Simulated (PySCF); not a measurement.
# ErI2 (Er(I)2+): the cost of one run

Program: PySCF 2.14.0. Level of theory: PBE0, Er lcecp-1-SVP with ECP57, I def2-SVP with ECP28; scalar-relativistic core potentials, no spin–orbit coupling. These are calculated values, not measurements.

1 further run of the same task is left out (for a known fault of the program).

## 1. Starting geometry

3 atoms, charge 1, spin multiplicity 1.

Bond lengths: Er1–I2 2.923 Å, Er1–I3 2.923 Å. Angles: I2–Er1–I3 131.8°.

Geometry (Å):

```
Er    0.00000    0.00000    0.00000
I     2.66760    0.00000    1.19380
I    -2.66760    0.00000    1.19380
```

Formal oxidation states: Er +3. Each metal's 11 4f electrons lie in its core potential, so multiplicities, spins and levels count the valence alone.

## 2. SCF at the start, singlet

run.py (the lines that set the calculation) reads:

```python
mol = gto.M(atom='''
Er     0.00000     0.00000     0.00000
I      2.66760     0.00000     1.19380
I     -2.66760     0.00000     1.19380''',
    basis={'Er': 'lcecp-1-SVP', 'I': 'def2-SVP'},
    ecp={'Er': 'lcecp-1-SVP', 'I': 'def2-SVP'},
    charge=1, spin=0)
mf = dft.RKS(mol, xc='PBE0')
mf.grids.atom_grid = (50, 194)  # f atoms: unpruned, at least (60, 302)
mf = mf.density_fit()  # fitting sets: Er AutoAux, I def2-universal-JKFIT
mf.conv_tol = 1e-08; mf.max_cycle = 55
mf.kernel(dm0)  # dm0: free metal ions and neutral atoms
```

Started as:

```bash
OMP_NUM_THREADS=2 python run.py
```

**Question.** How long does this run take on 2 threads of Intel Xeon 6975P-C (Granite Rapids), shared host, and how much memory does it need?

About 2 s, with a peak of 0.37 GiB.
